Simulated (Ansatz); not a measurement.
# C3H8FNOSi: one species, many methods

One table from this session's results is given with a row withheld; the runs are named, their logs left out.

The runs use Ansatz 0.2.0, Gaussian basis; functionals in def2-TZVPP, the program's frozen cores in correlated methods.

Levels to be run: PBE-D4, r2SCAN-D4, PBE0-D4, B3LYP-D4, ωB97X-V, ωB97M-V, B2PLYP; CCSD(T)/def2-TZVPP; MP2/def2-QZVPP; extrapolation to the limit.

## The geometry

An earlier PBE0-D4 in a triple-zeta def2 set relaxation fixed the geometry.

SMILES `C=C[Si](N)(F)OC`, 15 atoms, charge 0, spin multiplicity 1.

Atoms are counted from 1 here; the program's logs count them from 0.

Bond lengths: C1–C2 1.331 Å, C1–H8 1.087 Å, C1–H9 1.087 Å, C2–Si3 1.847 Å, C2–H10 1.089 Å, Si3–N4 1.700 Å, Si3–F5 1.595 Å, Si3–O6 1.630 Å, N4–H11 1.007 Å, N4–H12 1.007 Å, O6–C7 1.409 Å, C7–H13 1.095 Å, C7–H14 1.091 Å, C7–H15 1.095 Å. Angles: C2–C1–H8 121.5°, C2–C1–H9 122.3°, H8–C1–H9 116.3°, C1–C2–Si3 123.2°, C1–C2–H10 118.2°, Si3–C2–H10 118.6°, C2–Si3–N4 109.3°, C2–Si3–F5 107.2°, C2–Si3–O6 114.2°, N4–Si3–F5 114.2°, N4–Si3–O6 108.9°, F5–Si3–O6 103.0°, Si3–N4–H11 120.7°, Si3–N4–H12 120.1°, H11–N4–H12 111.3°, Si3–O6–C7 124.1°, O6–C7–H13 111.4°, O6–C7–H14 108.1° and more.

Set-up of the first run:

Input file in.yaml:

```yaml
crystal:
  periodic: [false, false, false]
  atoms:
    - {symbol: C, position_ang: [0.136140, 2.044569, -0.805381]}
    - {symbol: C, position_ang: [0.803683, 1.405225, 0.152701]}
    - {symbol: Si, position_ang: [0.141951, -0.080539, 1.028344]}
    - {symbol: N, position_ang: [-1.556509, -0.054191, 0.972514]}
    - {symbol: F, position_ang: [0.748009, -0.066106, 2.504145]}
    - {symbol: O, position_ang: [0.669337, -1.501651, 0.428120]}
    - {symbol: C, position_ang: [0.465133, -1.921661, -0.901062]}
    - {symbol: H, position_ang: [-0.858256, 1.730300, -1.110336]}
    - {symbol: H, position_ang: [0.548413, 2.905550, -1.324539]}
    - {symbol: H, position_ang: [1.798369, 1.763722, 0.412678]}
    - {symbol: H, position_ang: [-2.064539, 0.786282, 1.194625]}
    - {symbol: H, position_ang: [-2.082689, -0.876512, 1.221238]}
    - {symbol: H, position_ang: [0.927878, -1.230481, -1.613900]}
    - {symbol: H, position_ang: [0.924189, -2.904315, -1.020761]}
    - {symbol: H, position_ang: [-0.601110, -2.000191, -1.138376]}
basis:
  gaussian: {orbitals: def2-TZVPP}
hamiltonian: {xc: pbe, dispersion: d4}
output: {forces: true, orbitals: {seedname: orbitals}}
```

Started as:

```
$ ansatz run in.yaml --threads 2 --pin off --events-out ev --progress --plain --max-ram 22528MiB --backend cuda --devices 0, --max-vram 18GiB
```

Among the steps run: PBE-D4 (GGA); r2SCAN-D4 (meta-GGA); PBE0-D4 (hybrid); B3LYP-D4 (hybrid); ωB97X-V (range-separated); ωB97M-V (range-separated); B2PLYP (double hybrid); CCSD(T) in def2-TZVPP; MP2 in def2-QZVPP.

One table of the session follows, with a row left open; its other results are not shown here.

| method | atomisation energy (eV) |
| --- | --- |
| PBE-D4 | 64.489 |
| r2SCAN-D4 | 63.322 |
| PBE0-D4 | 63.259 |
| B3LYP-D4 | 63.327 |
| ωB97X-V | 63.419 |
| ωB97M-V | 63.530 |
| B2PLYP | 62.700 |
| HF/def2-TZVPP | ? |
| MP2/def2-TZVPP | 62.902 |
| CCSD/def2-TZVPP | 60.724 |
| CCSD(T)/def2-TZVPP | 61.658 |
| MP2/CBS | 64.650 |
| CCSD(T)/CBS | 63.406 |

Q: Estimate the row for HF/def2-TZVPP from the others.

The run gave: atomisation energy (eV): 46.069. In the column «atomisation energy (eV)» it is the lowest.

To keep in mind: Free atoms (3 C, 1 Si, 1 N, 1 F, 1 O, 8 H) were run apart at each level; the atomisation energy is their sum less the molecule, without zero-point or spin-orbit terms.
